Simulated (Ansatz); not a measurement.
# TiNH2Cl3 (SMILES [NH2][Ti]([Cl])([Cl])[Cl]): HF/STO-3G

Aim: the energy change on altering one bond length of TiNH2Cl3 at HF/STO-3G, from 2 runs. 

The calculation is run with Ansatz 0.2.0.

1 further run of the same task is left out (set aside as unsound or not needed).

## Step 1: The system as given

The species is TiNH2Cl3 (7 atoms), meant as a singlet with charge 0. SMILES: `[NH2][Ti]([Cl])([Cl])[Cl]`. The shape is that of a PBE0-D4/def2-TZVP optimisation.

Bond lengths: N1–Ti2 1.838 Å, Ti2–Cl3 2.181 Å, Ti2–Cl4 2.192 Å, Ti2–Cl5 2.181 Å, N1–H6 1.012 Å, N1–H7 1.012 Å. Angles: N1–Ti2–Cl3 107.1°, N1–Ti2–Cl4 109.3°, N1–Ti2–Cl5 107.2°, Cl3–Ti2–Cl4 109.6°, Cl3–Ti2–Cl5 114.1°, Cl4–Ti2–Cl5 109.4°, Ti2–N1–H6 124.2°, Ti2–N1–H7 124.2°, H6–N1–H7 111.5°.

## Step 2: A single-point energy at HF/STO-3G

The input, job.yaml:

```yaml
crystal:
  periodic: [false, false, false]
  atoms:
    - symbol: N
      position_ang: [-0.676400, 0.479600, 0.813100]
    - symbol: Ti
      position_ang: [0.416000, -0.273300, -0.459100]
    - symbol: Cl
      position_ang: [1.922500, -1.442100, 0.599700]
    - symbol: Cl
      position_ang: [-0.771400, -1.594700, -1.742800]
    - symbol: Cl
      position_ang: [1.232300, 1.358700, -1.654500]
    - symbol: H
      position_ang: [-1.200200, 1.334700, 0.679200]
    - symbol: H
      position_ang: [-0.861700, 0.068900, 1.718900]
basis:
  gaussian: {orbitals: STO-3G}
total_charge: 0
accuracy: high
output: {orbitals: {seedname: orbitals}}
hamiltonian: {xc: hf}
```

On the command line:

```sh
ansatz run job.yaml --threads 1 --pin off --max-ram 3480MiB --events-out events.jsonl --progress --plain --runs-dir runs
```

Log:

```text
Warning: RAYON_NUM_THREADS=1 ignored (pool sized by the plan → 1); use --threads N
Functional definition: HF
  name "HF"
  exchange = exact_x
  correlation = 0
1160 factors; integrals over basis functions are off by at most 4.1e-9 eV
mean field evaluation 1: about -61460.2583 eV, gradient 3.8e1 eV
mean field evaluation 2: about -61460.3304 eV, gradient 3.9e1 eV
mean field evaluation 4: about -61466.0364 eV, gradient 1.6e0 eV
mean field evaluation 8: about -61466.0444 eV, gradient 2.3e-4 eV
mean field -61466.04443915 eV, -2258.8354699573 hartree, gradient 6.8e-8 eV, S^2 0.000000; 0 other end points of the search recorded, 0 dependent functions left out
reference -61466.04443915 eV, -2258.8354699573 hartree; 41, 41 occupied and 11, 11 virtual orbitals, 1160 factors
Total energy: -61466.04443915 eV, -2258.8354699573 hartree
```

Run time: 1.1 s. Hardware: 1 thread of Arm Neoverse V2, shared host; peak memory 0.14 GiB.

## Step 3: The distorted shape

The input, run.yaml:

```yaml
crystal:
  periodic: [false, false, false]
  atoms:
    - {symbol: "N", position_ang: [-0.798855, 0.234781, 0.992424]}
    - {symbol: Ti, position_ang: [0.293545, -0.518119, -0.279776]}
    - {symbol: Cl, position_ang: [1.800045, -1.686919, 0.779024]}
    - {symbol: Cl, position_ang: [-0.893855, -1.839519, -1.563476]}
    - {symbol: Cl, position_ang: [1.232300, 1.358700, -1.654500]}
    - {symbol: H, position_ang: [-1.322655, 1.089881, 0.858524]}
    - {symbol: H, position_ang: [-0.984155, -0.175919, 1.898224]}
basis:
  gaussian:
    orbitals: STO-3G
total_charge: 0
hamiltonian:
  xc: hf
accuracy: high
output: {orbitals: {seedname: orbitals}}
```

On the command line:

```sh
ansatz run run.yaml --threads 1 --pin off --max-ram 3480MiB --events-out events.jsonl --progress --plain --runs-dir runs
```

Log:

```text
Warning: RAYON_NUM_THREADS=1 ignored (pool sized by the plan → 1); use --threads N
Functional definition: HF
  name "HF"
  exchange = exact_x
  correlation = 0
1145 factors; integrals over basis functions are off by at most 9.5e-9 eV
mean field evaluation 1: about -61458.6044 eV, gradient 3.9e1 eV
mean field evaluation 2: about -61458.6726 eV, gradient 3.9e1 eV
mean field evaluation 4: about -61465.1438 eV, gradient 2.0e0 eV
mean field evaluation 8: about -61465.1600 eV, gradient 1.5e-3 eV
mean field -61465.15996093 eV, -2258.8029659823 hartree, gradient 1.3e-8 eV, S^2 0.000000; 0 other end points of the search recorded, 0 dependent functions left out
reference -61465.15996093 eV, -2258.8029659823 hartree; 41, 41 occupied and 11, 11 virtual orbitals, 1145 factors
Total energy: -61465.15996093 eV, -2258.8029659823 hartree
```

Wall time 1.1 s (1 thread of Arm Neoverse V2, shared host); peak memory 0.14 GiB.

## Step 4: Outcome

At HF/STO-3G:

| quantity | value |
| --- | --- |
| first shape: total energy | -2258.83547 Eh |
| first shape: HOMO energy | -10.08 eV |
| first shape: LUMO energy | 5.33 eV |
| first shape: HOMO–LUMO gap | 15.41 eV |
| distorted shape: total energy | -2258.80297 Eh |
| distorted shape: HOMO energy | -9.93 eV |
| distorted shape: LUMO energy | 4.70 eV |
| distorted shape: HOMO–LUMO gap | 14.63 eV |
| energy change with the Ti2–Cl5 bond stretched from 2.181 to 2.509 Å | 0.884 eV |

What this shows: With the Ti2–Cl5 bond stretched from 2.181 to 2.509 Å the energy rises by 0.88 eV (20.4 kcal/mol). The first shape isn't relaxed at this level, so the change isn't measured from a minimum. The minimal basis adds a large error of its own.
